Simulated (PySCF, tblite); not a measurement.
**C5H15AlO: geometry, infrared bands, NMR shifts and electronic excitations**

Wanted: the infrared bands, NMR shifts and electronic excitations of C5H15AlO (`CCCC[O+](C)[AlH3-]`), by calculation.

Computed with tblite 0.8.0 and PySCF 2.14.0, with density-fitted response routines of our own, on a single molecule in the gas phase. Atoms count from 0, in the outputs and in this text.

## (1) The molecule as given

22 atoms, charge 0, multiplicity 1; geometry from: force field or distance geometry start.

Bonds of the start (Å): C0–C1 1.49, C1–C2 1.53, C2–C3 1.48, C3–O4 1.35, O4–C5 1.37, O4–Al6 1.82, C0–H7 1.10, C0–H8 1.11, C0–H9 1.12, C1–H10 1.12, C1–H11 1.13, C2–H12 1.10, C2–H13 1.11, C3–H14 1.13, C3–H15 1.13, C5–H16 1.10, C5–H17 1.11, C5–H18 1.13, Al6–H19 1.61, Al6–H20 1.62, Al6–H21 1.58.

## (2) Optimising the geometry with GFN2-xTB

The job: settings as JSON, then the geometry in Å.

```
{"job": {"kind": "relax", "xc": "GFN2-xTB", "basis": "xTB"}, "charge": 0, "multiplicity": 1}
C     -3.127400     0.466600    -0.320600
C     -1.995900     0.282700     0.625900
C     -0.737100     0.002200    -0.189800
C      0.371300    -0.172000     0.773700
O      1.603600    -0.440300     0.280800
C      1.763600    -1.556900    -0.492200
Al     2.626100     0.993800    -0.163900
H     -3.160100    -0.439400    -0.947300
H     -2.896000     1.334300    -0.975700
H     -4.115300     0.653300     0.183100
H     -1.823800     1.167700     1.282200
H     -2.113300    -0.619000     1.290500
H     -0.974700    -0.884700    -0.796200
H     -0.563700     0.857400    -0.879100
H      0.435000     0.782600     1.376500
H      0.099300    -0.969000     1.527200
H      1.133000    -1.571800    -1.394100
H      1.739900    -2.496100     0.090400
H      2.819900    -1.497300    -0.891400
H      3.660200     0.498000    -1.294600
H      3.459100     1.389400     1.171300
H      1.785800     2.237700    -0.658400
```

On the command line:

```
$ OMP_NUM_THREADS=1 python probes_run.py task.json out
```

One launch serves the whole session: the jobs run in the order shown.

**Question.** This job is followed by: GFN2-xTB harmonic vibrations, gas phase; PBE0-D3(BJ)/def2-SVP geometry optimisation, gas phase; GIAO PBE0/pcSseg-1 NMR shielding, non-relativistic, gas phase; TDDFT CAM-B3LYP/def2-SVPD, vertical, gas phase, core orbitals frozen in the response; GIAO CAM-B3LYP/pcSseg-1 NMR shielding, non-relativistic, gas phase. What will the session give for the following? strongest single infrared mode (GFN2-xTB); zero-point energy (GFN2-xTB); point group; rotational constants (main isotopes); ¹³C shifts against TMS (PBE0/pcSseg-1); ¹H shifts against TMS (PBE0/pcSseg-1, means over atoms taken as alike); ¹⁷O shifts against H2O (PBE0/pcSseg-1); ²⁷Al shifts against AlH4- (PBE0/pcSseg-1); lowest singlet (CAM-B3LYP/def2-SVPD); brightest single state of those computed; lowest triplet; vertical ionisation energy (ΔSCF); range of the shift of O4.

**Answer**, as computed:

| quantity | value |
| --- | --- |
| strongest single infrared mode (GFN2-xTB) | 790 cm⁻¹, 707 km/mol |
| zero-point energy (GFN2-xTB) | 114.7 kcal/mol |
| point group | C1 |
| rotational constants (main isotopes) | 3.68, 0.86, 0.77 GHz |
| ¹³C shifts against TMS (PBE0/pcSseg-1) | 76.2, 60.6, 28.9, 20.5, 16.0 ppm |
| ¹H shifts against TMS (PBE0/pcSseg-1, means over atoms taken as alike) | 4.24, 3.68, 3.59, 1.65, 1.11, 0.99 ppm |
| ¹⁷O shifts against H2O (PBE0/pcSseg-1) | 15.0 ppm |
| ²⁷Al shifts against AlH4- (PBE0/pcSseg-1) | 87.8 ppm |
| lowest singlet (CAM-B3LYP/def2-SVPD) | 6.56 eV (189 nm), f = 0.004 |
| brightest single state of those computed | state 8, 8.17 eV, f = 0.162 |
| lowest triplet | 6.11 eV |
| vertical ionisation energy (ΔSCF) | 9.58 eV |
| range of the shift of O4 | 15.0 to 16.0 ppm |

What this shows: Relaxing lowered the energy by 0.905 eV in 102 steps; the close pair that moved most is C3–O4, from 1.354 to 1.417 Å (GFN2-xTB). No mode is imaginary among the 60: a minimum at this level. The strongest single mode, at 790 cm⁻¹, has its largest shares on H20, H21 and H19 (the list is cut at 3 atoms). Unscaled tight-binding wavenumbers are off by several per cent, some by more. Its intensities can rank the bands wrongly. Over 9 steps the energy fell by 0.311 eV; of the close pairs, O4–Al6 changed most, 1.888 to 1.991 Å (PBE0/def2-SVP). The most deshielded carbon is C3 (sp3 CH2 bonded to O), at 76.2 ppm: pulled downfield by the heteroatom. At PBE0/pcSseg-1: Shielding is most anisotropic at C5 (span 98 ppm, paramagnetic term -122 ppm). The lowest singlet, at 6.56 eV, is HOMO→LUMO+1 0.69, HOMO→LUMO 0.12 and is weak; of the 10 states computed, the strongest absorption comes from states 8 to 9 together at 8.17 eV. The lowest triplet lies 0.45 eV below the lowest singlet (triplets in Tamm-Dancoff, singlets in full TDDFT). The orbital energy would give 8.61 eV for ionisation, ΔSCF gives 9.58 eV. In ppm, O4 moves most: its shift spreads over 0.9 ppm, from 15.0 (PBE0/pcSseg-1) to 16.0 (CAM-B3LYP/pcSseg-1).
